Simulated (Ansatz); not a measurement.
# AlAu: a single-point run

Aim: a sound single-point run of AlAu. The structure is shown as the input types it.

Method: Kohn-Sham DFT, with the functional, basis and potentials that each input names, in Ansatz 0.2.0.

## 1. The starting structure

It takes space group Pm-3m (No. 221, cubic). The conventional cell has a = 2.793 Å, b = 2.793 Å, c = 2.793 Å, α = 90.00°, β = 90.00°, γ = 90.00°. Al (site symmetry m-3m) is surrounded by 8 Au at 2.42 Å. Around Au (site symmetry m-3m) lie 8 Al at 2.42 Å.

Structure file:

```
Al Au
1.0
     2.79270    0.00000    0.00000
     0.00000    2.79270    0.00000
     0.00000    0.00000    2.79270
Al Au
1 1
Cartesian
  0.0000 0.0000 0.0000
  1.3964 1.3964 1.3964
```

## 2. The run

Contents of input.yaml:

```yaml
crystal:
  lattice:
    - [2.7927046338, 0.0, 0.0]
    - [0.0, 2.7927046338, 0.0]
    - [0.0, 0.0, 2.7927046338]
  atoms:
    - { symbol: Al, position: [0.0, 0.0, 0.0] }
    - { symbol: Au, position: [0.5, 0.5, 0.5] }
kpoints:
  mp_grid: { grid: [11, 11, 11] }
  band_path:
    path:
      - [0.0, 0.0, 0.0]
      - [0.0, 0.5, 0.0]
      - [0.5, 0.5, 0.0]
      - [0.0, 0.0, 0.0]
      - [0.5, 0.5, 0.5]
      - [0.0, 0.5, 0.0]
      - [0.5, 0.5, 0.5]
      - [0.5, 0.5, 0.0]
    npoints: 6
scf:
  occupations: { method: fermi_dirac, width: 0.05 }
  max_iter: 75
hamiltonian:
  xcs: lda
  pseudopotentials: { kind: paw }
output:
  forces: true
  stress: true
  eigenvalues: true
  efg: { contact_densities: true }
  populations: true
```

Run with:

```bash
$ ansatz run input.yaml --threads 1 --pin off --max-ram 2048MiB --backend cpu --events-out ev --progress --plain --runs-dir out
```

Q: Will this input give a usable result? If not, why, and what should change?

Nothing was computed: the input was turned down at the start. The line that matters: «line 26 column 3: unknown field `xcs`, expected one of xc, dispersion, noncollinear_xc, pseudopotentials, hubbard, deformation_potential_offset, ...»

Look at the input: hamiltonian.xcs is lda. A key is misspelt, and the program accepts no key that it doesn't know.

Fix: correct the name of the key.
